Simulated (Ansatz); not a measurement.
# GaH6N: the cost of one run

The runs use Ansatz 0.2.0, Gaussian basis; PBE0-D4, def2-SVP first, then def2-TZVP.

152 further runs of the same task are left out: 152 set aside as unsound or not needed.

## (1) The starting structure

The guess: 8 atoms, charge 0, spin multiplicity 1.

Atoms are counted from 1 here; the program's logs count them from 0.

Bond lengths: Ga1–N2 2.251 Å, Ga1–H3 1.565 Å, Ga1–H4 1.563 Å, N2–H7 1.016 Å, N2–H8 1.016 Å. Angles: N2–Ga1–H3 116.5°, N2–Ga1–H4 115.7°, H3–Ga1–H4 122.7°, Ga1–N2–H7 122.4°, Ga1–N2–H8 124.0°, H7–N2–H8 106.8°.

Coordinates:

```mol
GaH6N
  3D, bonds by distance, orders not assigned

  8  5  0  0  0  0  0  0  0  0999 V2000
   -0.9704    0.3818   -0.4975 Ga  0  0
    1.1333   -0.0531    0.1758 N   0  0
   -1.4283   -0.2903   -1.8346 H   0  0
   -1.5881    1.7176    0.0300 H   0  0
    0.1586   -0.7390    0.8043 H   0  0
   -0.7802   -0.9926    0.9684 H   0  0
    1.7789   -0.6094   -0.3777 H   0  0
    1.6961    0.5851    0.7314 H   0  0
  1  2  8  0
  1  3  8  0
  1  4  8  0
  2  7  8  0
  2  8  8  0
M  END
```

Distances that are to change: Ga1–H6 2.02 Å, N2–H5 1.35 Å, Ga1–N2 2.25 Å, H5–H6 0.99 Å.

## (2) Constrained relaxation of the guess

Contents of hold/in.yaml:

```yaml
crystal:
  periodic: [false, false, false]
  atoms:
    - {symbol: Ga, position_ang: [-0.970400, 0.381800, -0.497500]}
    - {symbol: N, position_ang: [1.133300, -0.053100, 0.175800]}
    - {symbol: H, position_ang: [-1.428300, -0.290300, -1.834600]}
    - {symbol: H, position_ang: [-1.588100, 1.717600, 0.030000]}
    - {symbol: H, position_ang: [0.158600, -0.739000, 0.804300]}
    - {symbol: H, position_ang: [-0.780200, -0.992600, 0.968400]}
    - {symbol: H, position_ang: [1.778900, -0.609400, -0.377700]}
    - {symbol: H, position_ang: [1.696100, 0.585100, 0.731400]}
basis:
  gaussian: {orbitals: def2-SVP}
hamiltonian: {xc: pbe0, dispersion: d4}
relax: {f_tol: 0.08, max_steps: 120, escape_saddle: false, constraints: [{distance: [0, 5]}, {distance: [1, 4]}, {distance: [0, 1]}, {distance: [4, 5]}]}
```

Launch:

```
$ ansatz run in.yaml --threads 2 --pin off --events-out ev --progress --plain --max-ram 4352MiB
```

**Question.** How long does this run take on 2 threads of Intel Xeon Platinum 8375C at 2.90GHz, shared host?

About 9.5 s.
